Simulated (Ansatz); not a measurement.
Runs of Ansatz 0.2.0 on CsMgBiO3. It takes space group R3m (No. 160, trigonal). The conventional cell has a = 6.461 Å, b = 6.461 Å, c = 11.391 Å, α = 90.00°, β = 90.00°, γ = 120.00°. Around Bi (site symmetry 3m) lie 3 O at 2.10 Å. Cs (site symmetry 3m) has 9 O at 3.33 to 3.50 Å and 3 Bi at 3.74 Å and 3 Mg at 3.78 Å as nearest neighbours. Around Mg (site symmetry 3m) lie 3 O at 1.91 Å. Around O (site symmetry m) lie 1 Mg at 1.91 Å and 1 Bi at 2.10 Å. The cell comes from a database or a generator and needn't be the stable form of this composition.

| level | gap on the mesh (eV) | pressure (GPa) | relaxed volume (Å³/atom) |
| --- | --- | --- | --- |
| r2SCAN+rVV10 | 3.22 | 0.0 | 22.56 |
| r2SCAN+D3(BJ) | 3.30 | 0.0 | (a) |
| r2SCAN | 3.38 | 0.0 | 23.41 |
| r2SCAN+D4 | (c) | 0.0 | (b) |
| r2SCAN+D3(BJ)-ATM | 3.32 | 0.0 | 22.88 |

Alike in all rows: task relaxation of cell and atoms; potentials or basis Ansatz PAW; no spin polarisation; cell relaxed; k mesh 6 × 6 × 6; cutoff (eV) 500; smearing fermi-dirac 0.05 eV.

Task: Fill in the values left out.

Result: (a) 22.75; (b) 22.98; (c) 3.33.

Caveats: the plane-wave basis is chosen anew once the cell has moved, so the energies of steps on either side of that aren't comparable; spin-orbit coupling is left out, which as a rule narrows the gap of such compounds by several tenths of an eV; the PAW data sets come from PBE, with cores solved anew for the run's functional, which leaves a small shift of forces and pressure; the dispersion damping was fitted for another functional or another form of the correction (some runs).

A k mesh can miss the band edges, and the runs leave out spin-orbit coupling on Bi, Cs.
